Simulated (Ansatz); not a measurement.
# W (Tungsten): the cost of one run

Computed with Ansatz 0.2.0 (DFT PBEsol, frozen-core PAW, scalar-relativistic unless said, unless a step's input says otherwise).

## 1. The system as given

The structure is cubic, space group Im-3m (No. 229). The conventional cell has a = 3.165 Å, b = 3.165 Å, c = 3.165 Å, α = 90.00°, β = 90.00°, γ = 90.00°. Around W (site symmetry m-3m) lie 8 W at 2.74 Å.

Coordinates:

```cif
data_structure
_symmetry_space_group_name_H-M 'Im-3m'
_symmetry_Int_Tables_number 229
_cell_length_a 3.1647
_cell_length_b 3.1647
_cell_length_c 3.1647
_cell_angle_alpha 90.000
_cell_angle_beta 90.000
_cell_angle_gamma 90.000
_cell_volume 31.70
loop_
_atom_site_label
_atom_site_type_symbol
_atom_site_symmetry_multiplicity
_atom_site_Wyckoff_symbol
_atom_site_fract_x
_atom_site_fract_y
_atom_site_fract_z
_atom_site_occupancy
W1 W 2 a 0.00000 0.00000 0.00000 1
```

Cartesian axes are those of the input's lattice vectors. The structure goes back to a database entry.

## 2. Cell and atoms relaxed, PAW

input.yaml

```yaml
crystal:
  lattice:
    - [-1.582345, 1.582345, 1.582345]
    - [1.582345, -1.582345, 1.582345]
    - [1.582345, 1.582345, -1.582345]
  atoms:
    - { symbol: W, position: [0.0, 0.0, 0.0] }
kpoints:
  mp_grid: { grid: [24, 24, 24] }
scf:
  occupations: { method: fermi_dirac, width: 0.08 }
hamiltonian:
  xc: pbesol
  pseudopotentials: { kind: paw }
relax:
  f_tol: 0.002
  max_steps: 80
  cell: {}
output:
  forces: true
  stress: true
```

Launch:

```sh
$ ansatz run input.yaml --threads 1 --pin off --max-ram 3072MiB --backend cpu --events-out ev --progress --plain --runs-dir out
```

**Question.** How long does this run take on 1 thread of Intel Xeon Platinum 8488C (Sapphire Rapids), shared host, and how much memory does it need?

About 11 s, with a peak of 0.43 GiB.
